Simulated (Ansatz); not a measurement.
Write a Python script for Ansatz 0.2.0, Python API that makes a rigid scan of one bond angle of BH3O2Se, SMILES OB(O)[SeH]. Level of theory (for the species named): r2scan0, def2-SVP basis, multiplicity 1.

```xyz
7

O    -0.6918    1.2029    0.5254
B    -0.0391   -0.0060    0.2478
O     1.2848   -0.2008    0.7462
Se   -0.8529   -1.4401   -0.8307
H    -0.4996    1.8275   -0.2654
H     1.1892   -0.5972    1.6507
H    -0.3293   -0.8543   -2.1197
```

`bh3o2se.py`:
```python
'''Energy of BH3O2Se against one bond angle.'''

from dataclasses import dataclass

import ansatz as az
from ase import Atoms


@dataclass(frozen=True)
class Options:
    basis: str = 'def2-SVP'
    functional: str = 'r2scan0'
    force_tol: float = 0.02


cfg = Options()


def main() -> None:
    atoms = Atoms(['O', 'B', 'O', 'Se', 'H', 'H', 'H'], positions=[
        (-0.6918, 1.2029, 0.5254),
        (-0.0391, -0.006, 0.2478),
        (1.2848, -0.2008, 0.7462),
        (-0.8529, -1.4401, -0.8307),
        (-0.4996, 1.8275, -0.2654),
        (1.1892, -0.5972, 1.6507),
        (-0.3293, -0.8543, -2.1197),
    ])

    # relax first, so that the scan starts from a minimum
    first = (
        az.Crystal.molecule_from_ase(atoms).calculation()
        .basis(gaussian=cfg.basis)  # atom-centred Gaussian functions
        .functional(cfg.functional)
        .relax(force_tolerance=cfg.force_tol, max_steps=80)
    )
    atoms.positions = first.run().report['positions_ang']

    rows = []
    for angle in [90, 100, 110, 120, 135, 150, 165, 179]:
        bent = atoms.copy()
        bent.set_angle(1, 2, 5, angle, indices=[5])
        job = (
            az.Crystal.molecule_from_ase(bent).calculation()
            .basis(gaussian=cfg.basis)
            .functional(cfg.functional)
        )
        rows.append((angle, job.run().report['free_energy_ev']))
    floor = min(e for _, e in rows)
    for angle, e in rows:
        print(f'angle B1-O2-H5 = {angle:3d} deg   {1000 * (e - floor):9.1f} meV')


if __name__ == '__main__':
    main()
```

```console
$ python bh3o2se.py
angle B1-O2-H5 =  90 deg       293.6 meV
angle B1-O2-H5 = 100 deg        76.8 meV
angle B1-O2-H5 = 110 deg         0.0 meV
angle B1-O2-H5 = 120 deg        28.0 meV
angle B1-O2-H5 = 135 deg       193.9 meV
angle B1-O2-H5 = 150 deg       413.5 meV
angle B1-O2-H5 = 165 deg       593.0 meV
angle B1-O2-H5 = 179 deg       666.3 meV
```

The scan is rigid, and the energies are electronic, in a modest basis. The zero is the lowest point of the grid, which needn't be the minimum. Finished in 110 s on 1 thread of Arm Neoverse V2, with other jobs on the host, peak memory 0.27 GiB.
